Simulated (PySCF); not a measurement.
# Ti₃: singlet, from a equilateral triangle start

Where does singlet Ti₃ go from a equilateral triangle start, is the end point a minimum, and what are its modes, charges and moments?

Computed with PySCF 2.14.0. Level: PBE0, basis Ti def2-TZVP, no relativity, density fitting.

## 1. Starting geometry

3 atoms, charge 0, spin multiplicity 1.

Bond lengths: Ti1–Ti2 2.720 Å, Ti1–Ti3 2.720 Å, Ti2–Ti3 2.720 Å. Angles: Ti2–Ti1–Ti3 60.0°, Ti1–Ti2–Ti3 60.0°, Ti1–Ti3–Ti2 60.0°.

```xyz
3
charge 0 multiplicity 1
Ti    0.0000    1.5704    0.0000
Ti    1.3600   -0.7852    0.0000
Ti   -1.3600   -0.7852    0.0000
```

## 2. The SCF at the typed geometry

The steps below are one call of a driver around PySCF. For each, scf.py gives the equivalent set-up of the SCF; relaxations use the driver's own optimiser. After this first run the driver tries any further starts and a stability analysis.

scf.py reads:

```python
from pyscf import gto, scf, dft
mol = gto.M(atom='''
Ti     0.000000     1.570400     0.000000
Ti     1.360000    -0.785200     0.000000
Ti    -1.360000    -0.785200     0.000000''',
    basis={'Ti': 'def2-TZVP'},
    charge=0, spin=0)
mf = dft.RKS(mol, xc='PBE0')
mf.grids.atom_grid = (50, 194)
aux = {'Ti': 'def2-universal-JKFIT'}
mf = mf.density_fit(auxbasis=aux)
mf.conv_tol = 1e-08
mf.diis_space = 10
mf.max_cycle = 60
mf.init_guess = 'minao'
mf.verbose = 4
mf.kernel()
```

Started as:

```sh
$ OMP_NUM_THREADS=4 python axn.py task.json out
```

Log:

```text
init E= -2547.42938922391
  HOMO = -0.168975430136335  LUMO = -0.167367653329082  gap/eV = 0.04375
cycle= 1 E= -2547.27223713517  delta_E= 0.157  |g|= 0.684  |ddm|= 2.86
  HOMO = 0.00768862284089948  LUMO = 0.0197075995644404  gap/eV = 0.32705
cycle= 2 E= -2546.17247863471  delta_E=  1.1  |g|=  1.9  |ddm|= 5.36
  HOMO = -0.147497182931541  LUMO = -0.0884262684462132  gap/eV = 1.60740
cycle= 3 E= -2547.39565570701  delta_E= -1.22  |g|= 0.362  |ddm|= 4.76
  HOMO = -0.124384514901207  LUMO = -0.0704563586494536  gap/eV = 1.46746
cycle= 4 E= -2547.39510976274  delta_E= 0.000546  |g|= 0.383  |ddm|= 0.553
  HOMO = -0.125136112865918  LUMO = -0.0714656059410981  gap/eV = 1.46045
cycle= 5 E= -2547.13963325833  delta_E= 0.255  |g|= 1.23  |ddm|= 0.706
  HOMO = -0.124213472936979  LUMO = -0.0687664381164312  gap/eV = 1.50879
cycle= 6 E= -2547.41377452388  delta_E= -0.274  |g|= 0.26  |ddm|= 0.421
  HOMO = -0.126778058729908  LUMO = -0.0697985118575991  gap/eV = 1.55049
cycle= 7 E= -2547.42713516441  delta_E= -0.0134  |g|= 0.0343  |ddm|= 0.112
  HOMO = -0.1292023850954  LUMO = -0.0712651384893943  gap/eV = 1.57655
cycle= 8 E= -2547.42742166553  delta_E= -0.000287  |g|= 0.0106  |ddm|= 0.0342
  HOMO = -0.130318078288943  LUMO = -0.0719434736329373  gap/eV = 1.58845
cycle= 9 E= -2547.42744984963  delta_E= -2.82e-05  |g|= 0.00836  |ddm|= 0.018
  HOMO = -0.130938981285447  LUMO = -0.072226268101055  gap/eV = 1.59765
cycle= 10 E= -2547.42747134743  delta_E= -2.15e-05  |g|= 0.00214  |ddm|= 0.0149
  HOMO = -0.130856435554131  LUMO = -0.0721164791781625  gap/eV = 1.59840
cycle= 11 E= -2547.42747158399  delta_E= -2.37e-07  |g|= 0.00288  |ddm|= 0.0054
  HOMO = -0.130832611636662  LUMO = -0.0720925509121979  gap/eV = 1.59840
cycle= 12 E= -2547.42747342781  delta_E= -1.84e-06  |g|= 0.000667  |ddm|= 0.00198
  HOMO = -0.130832895043399  LUMO = -0.0720924162886103  gap/eV = 1.59841
cycle= 13 E= -2547.4274734561  delta_E= -2.83e-08  |g|= 0.000624  |ddm|= 0.000231
  HOMO = -0.130842223529573  LUMO = -0.0720977652704405  gap/eV = 1.59852
cycle= 14 E= -2547.42747356487  delta_E= -1.09e-07  |g|= 0.00057  |ddm|= 0.000762
  HOMO = -0.130839332613592  LUMO = -0.0720960332345538  gap/eV = 1.59849
cycle= 15 E= -2547.42747364564  delta_E= -8.08e-08  |g|= 0.000465  |ddm|= 0.000444
  HOMO = -0.130842496585017  LUMO = -0.0720968337071945  gap/eV = 1.59855
cycle= 16 E= -2547.42747344745  delta_E= 1.98e-07  |g|= 0.000381  |ddm|= 0.00166
  HOMO = -0.130853356344336  LUMO = -0.0720768840310351  gap/eV = 1.59939
cycle= 17 E= -2547.42747179075  delta_E= 1.66e-06  |g|= 6.6e-05  |ddm|= 0.0228
  HOMO = -0.130841881957581  LUMO = -0.0720753371810577  gap/eV = 1.59912
cycle= 18 E= -2547.42747175731  delta_E= 3.34e-08  |g|= 4.48e-05  |ddm|= 0.0023
  HOMO = -0.130839802227871  LUMO = -0.072071523609762  gap/eV = 1.59917
cycle= 19 E= -2547.42747175014  delta_E= 7.17e-09  |g|= 2.31e-05  |ddm|= 0.00162
  HOMO = -0.13084110639295  LUMO = -0.0720721074503572  gap/eV = 1.59919
Extra cycle  E= -2547.42747174773  delta_E= 2.41e-09  |g|= 0.000156  |ddm|= 0.000199
converged SCF energy = -2547.42747174773
```

This step, with its further starts and checks, took 69 s on 4 threads, shared host.

The starts that the driver tried:

```csv
start,energy (Eh)
the minimal-basis guess,-2547.427472
a thermally smeared density,-2547.426786
a smeared PBE density,-2547.427472
```

Where DIIS stalls, the driver goes on with a level shift of 0.3 Eh and then with a second-order solver.

The first run landed in a state that is too high. Following the other starts and the instabilities gains 3.6 kJ/mol (-2547.42884 Eh), and the work goes on from there.

## 3. Relaxation: equilateral triangle start, singlet

The program finds D3h symmetry in the start, which this walk keeps. The walk stops when the largest gradient is under 0.0003 Eh/bohr and the energy has settled too.

scf.py: that of step 2 with these lines changed.

```diff
@@ -3,3 +3,3 @@
-Ti     0.000000     1.570400     0.000000
-Ti     1.360000    -0.785200     0.000000
-Ti    -1.360000    -0.785200     0.000000''',
+Ti     0.000003     1.570396    -0.000000
+Ti     1.360002    -0.785201     0.000000
+Ti    -1.360005    -0.785195    -0.000000''',
@@ -15 +14,0 @@
-mf.init_guess = 'minao'
```

The optimiser's trace:

```csv
step,energy (Eh),change (kJ/mol),largest symmetric gradient (Eh/bohr)
0,-2547.428839,0.00,0.06240
1,-2547.448764,-52.31,0.06021
2,-2547.471776,-112.73,0.05383
3,-2547.483573,-143.70,0.01099
4,-2547.484255,-145.50,0.00197
5,-2547.484277,-145.55,0.00010
6,-2547.484277,-145.55,0.00000
```

The walk took 22 s.

Positions (Å) and forces (eV/Å) along the way:

```
step 0
Ti   0.000   1.570   0.000  -0.001  -2.857   0.007
Ti   1.360  -0.785   0.000  -3.083   1.428  -0.004
Ti  -1.360  -0.785   0.000   3.083   1.429  -0.004
step 1
Ti   0.000   1.513   0.000   0.000  -3.075   0.002
Ti   1.310  -0.756   0.000  -2.699   1.538  -0.001
Ti  -1.310  -0.756   0.000   2.699   1.538  -0.001
step 3
Ti   0.000   1.357   0.000   0.000  -0.568   0.000
Ti   1.176  -0.679   0.000  -0.487   0.284   0.000
Ti  -1.176  -0.679   0.000   0.487   0.284   0.000
step 6
Ti   0.000   1.335   0.000   0.000  -0.003   0.000
Ti   1.156  -0.668   0.000   0.002   0.001   0.000
Ti  -1.156  -0.668   0.000  -0.002   0.001   0.000
```

It settles in D3h symmetry, 145.6 kJ/mol below the start, after 6 steps: Ti–Ti 2.313 Å (×3); Ti–Ti–Ti 60.0° (×3).

## 4. Vibrations and properties at this point

The point is checked on the finer grid, and tightened if its gradient asks for it. The Hessian and the dipole derivatives come from central differences of analytic gradients, with steps of 0.02 bohr.

scf.py: that of step 3 with these lines changed.

```diff
@@ -3,3 +3,3 @@
-Ti     0.000003     1.570396    -0.000000
-Ti     1.360002    -0.785201     0.000000
-Ti    -1.360005    -0.785195    -0.000000''',
+Ti     0.000003     1.334982    -0.000000
+Ti     1.156127    -0.667494     0.000000
+Ti    -1.156130    -0.667489    -0.000000''',
@@ -9 +9 @@
-mf.grids.atom_grid = (50, 194)
+mf.grids.atom_grid = (75, 302)
@@ -12 +12 @@
-mf.conv_tol = 1e-08
+mf.conv_tol = 1e-10
```

This SCF starts from the last density.

SCF at the final geometry:

```text
init E= -2547.48434839804
  HOMO = -0.132615960323111  LUMO = -0.0637471422198022  gap/eV = 1.87402
cycle= 1 E= -2547.48434839779  delta_E= 2.47e-10  |g|= 3.33e-05  |ddm|= 7.67e-05
  HOMO = -0.132606084338171  LUMO = -0.0637418995017478  gap/eV = 1.87389
cycle= 2 E= -2547.48434839516  delta_E= 2.63e-09  |g|= 0.000111  |ddm|= 0.000211
  HOMO = -0.132612125810823  LUMO = -0.063745116213344  gap/eV = 1.87397
cycle= 3 E= -2547.48434839633  delta_E= -1.17e-09  |g|= 9.35e-05  |ddm|= 0.000155
  HOMO = -0.132613333241994  LUMO = -0.0637457480264403  gap/eV = 1.87398
cycle= 4 E= -2547.48434839807  delta_E= -1.74e-09  |g|= 4.71e-07  |ddm|= 5.67e-05
  HOMO = -0.132613305383689  LUMO = -0.0637457380119035  gap/eV = 1.87398
cycle= 5 E= -2547.48434839806  delta_E= 5e-12  |g|= 2.8e-07  |ddm|= 5.63e-07
  HOMO = -0.132613225122759  LUMO = -0.0637456985505772  gap/eV = 1.87398
Extra cycle  E= -2547.48434839806  delta_E= -2.73e-12  |g|= 5.98e-07  |ddm|= 1.28e-06
converged SCF energy = -2547.48434839806
```

The whole step took 34 s.

Geometry: D3h; Ti–Ti 2.312 Å (×3); Ti–Ti–Ti 60.0° (×3).

Modes, for the most abundant isotopes:

```json
{"symmetry": "e'", "ω (cm⁻¹)": "291", "IR (km/mol)": "0.9", "μ (u)": "47.95"}
{"symmetry": "a1'", "ω (cm⁻¹)": "389", "IR (km/mol)": "0.0", "μ (u)": "47.95"}
```

No imaginary mode, so this is a minimum.

Properties at this point:

* Dipole moment: 0.00 D
* Highest occupied level: -3.61 eV
* Lowest empty level: -1.73 eV
* Rotational constants: 0.1315, 0.1315, 0.06576 cm⁻¹
* Zero-point energy: 5.8 kJ/mol
* Principal polarisabilities: 120.5, 223.1, 223.1 bohr³
* Atomisation energy without zero-point energy: 143 kJ/mol
* Principal traceless quadrupole moments about the centre of mass: -7.48, 3.74, 3.74 D Å
* Entropy at 298.15 K and 1 bar: 284.4 J/(mol K)
* Heat capacity Cp at 298.15 K: 53.7 J/(mol K)
* Enthalpy at 298.15 K above 0 K: 13.02 kJ/mol
* Rotational symmetry number: 6

Populations by atom (charges in e):

| atom | Mulliken | Löwdin | polar tensor | Mayer order to Ti1 |
| --- | --- | --- | --- | --- |
| Ti1 | 0.00 | 0.00 | 0.00 | – |
| Ti2,3 | 0.00 | 0.00 | 0.00 | 2.30 |

Mulliken populations on Ti1: s 6.98, p 12.20, d 2.81, f 0.01.

## 5. The broken-symmetry singlet

A stability analysis found the closed shell of the lowest minimum unstable towards spin polarisation, so the unrestricted solution is followed.

The program finds D3h symmetry in the start, which may break. Threshold on the gradient: 0.0003 Eh/bohr, with a further test on the energy change.

scf.py: that of step 4 with these lines changed.

```diff
@@ -3,2 +3,2 @@
-Ti     0.000003     1.334982    -0.000000
-Ti     1.156127    -0.667494     0.000000
+Ti     0.000003     1.334982     0.000000
+Ti     1.156127    -0.667494    -0.000000
@@ -8,2 +8,2 @@
-mf = dft.RKS(mol, xc='PBE0')
-mf.grids.atom_grid = (75, 302)
+mf = dft.UKS(mol, xc='PBE0')
+mf.grids.atom_grid = (50, 194)
@@ -12 +12 @@
-mf.conv_tol = 1e-10
+mf.conv_tol = 1e-08
```

Steps of the walk:

```csv
step,energy (Eh),change (kJ/mol),largest gradient (Eh/bohr)
0,-2547.513127,0.00,0.02917
1,-2547.515323,-5.77,0.02624
2,-2547.523551,-27.37,0.01173
3,-2547.525256,-31.84,0.00933
4,-2547.525778,-33.22,0.00885
5,-2547.526179,-34.27,0.00616
6,-2547.526436,-34.94,0.00306
7,-2547.526593,-35.36,0.00108
```

The walk took 49 s.

Positions (Å) and forces (eV/Å) along the way:

```
step 0
Ti   0.000   1.335   0.000   0.520   1.500   0.000
Ti   1.156  -0.667   0.000   0.252  -0.306   0.000
Ti  -1.156  -0.667   0.000  -0.772  -1.194   0.000
step 1
Ti   0.010   1.355   0.000   0.418   1.349   0.000
Ti   1.154  -0.669   0.000   0.168  -0.321   0.000
Ti  -1.164  -0.686   0.000  -0.586  -1.028   0.000
step 4
Ti   0.103   1.600   0.000  -0.074   0.043   0.000
Ti   1.097  -0.714   0.000  -0.380  -0.137   0.000
Ti  -1.200  -0.886   0.000   0.453   0.095   0.000
step 7
Ti   0.094   1.622   0.000   0.002  -0.056   0.000
Ti   1.055  -0.739   0.000  -0.014   0.028   0.000
Ti  -1.150  -0.883   0.000   0.012   0.027   0.000
```

It was stopped by the time limit after 7 steps, so the last geometry (Ti–Ti 2.210 Å, Ti–Ti 2.549 Å, Ti–Ti 2.796 Å) is no stationary point.

## 6. Fields at the lowest minimum

The plane holds Ti1 at (0.00, 0.00), Ti2 at (2.31, 0.00), Ti3 at (1.16, 2.00) Å. Columns run from x = -1.95 to 4.65 Å, rows from y = 4.35 (top) to -1.95 Å, in steps of 0.3 Å.

Density (cut at 5 e/Å³):

Ten steps from '0' (0.000 e/Å³) to '9' (5.000 e/Å³), finer at the low end (step k begins (100^(k/10) - 1)/99 of the way up):
```
00000000000000000000000
00000000000000000000000
00000000001100000000000
00000001111111000000000
00000011223322100000000
00000112356543210000000
00001123589974211000000
00001124799996321100000
00011234799996432110000
00012234799996432210000
00112344578865443211000
00123455555555543211000
00124577655556775321000
01135899865579998521000
01247999975589999631100
01247999975589999631100
01135899865579998521000
00123577544456775321000
00112343333333433210000
00011122222222221110000
00000111111111111000000
00000000011110000000000
```

ELF (0 where the density is under 0.005 e/Å³):

Ten even steps from '0' (0.00) to '9' (0.90):
```
00000003455554000000000
00000035566665430000000
00002345544445543000000
00003343322233343200000
00023332222222233320000
00344321245542123432000
02455321598984124554000
04677522791296236875300
25799853879696369986420
35789984694795599986420
34567896457754798765430
33333344333334543333332
33212476334434763112332
43225999833348998422343
43238955853376919622344
53237855963386919622454
54225899855569997322465
65322687448735875223564
66422222259942222234660
56542211379962122345650
35554323489974223455500
03444334578865334444000
```

Lowest empty orbital at -1.73 eV (sign arbitrary; one member if degenerate):

Ten even steps from '0' (-0.46 Å^-3/2) to '9' (0.53 Å^-3/2):
```
44444444444444444444444
44444444444443334444444
44444444444433333344444
44444444444333333334444
44445555554333333334444
44455555565332333333444
44555555677322333333444
55555555689123333333344
55555544433764433333334
55555544302986443333334
55555444324676544333333
55555444334566654333333
55555444344567753333333
55554333344457963223333
55554233333333922223333
55553123333310674333333
55554213444333896433334
55555444444445676444444
55555555554445565544444
55555555555555555444444
55555555555555555444444
55555555555555554444444
```

Making the fields took 1.6 s on 4 threads, shared host.

## 7. Results

| quantity | value |
| --- | --- |
| minimum | singlet, D3h (closed shell, unstable towards spin polarisation) |
| geometry | Ti–Ti 2.312 Å (×3); Ti–Ti–Ti 60.0° (×3) |
| wavenumbers (cm⁻¹) | 291 (e'), 389 (a1') |
| dipole moment | 0.00 D |
| highest occupied, lowest empty level | -3.61, -1.73 eV |
| polar-tensor charge of Ti1 | +0.00 e |
| zero-point energy | 5.8 kJ/mol |

**Reading.** The equilateral triangle start keeps its D3h symmetry and ends in a minimum. The first SCF alone would have been 4 kJ/mol too high. Only this shape and spin were tried, so other structures or states may lie lower. A stability analysis at the minimum finds the closed shell unstable towards spin polarisation: an open-shell solution lies lower, and these values are not those of the lowest state.

The search up to here took 4.2 min.
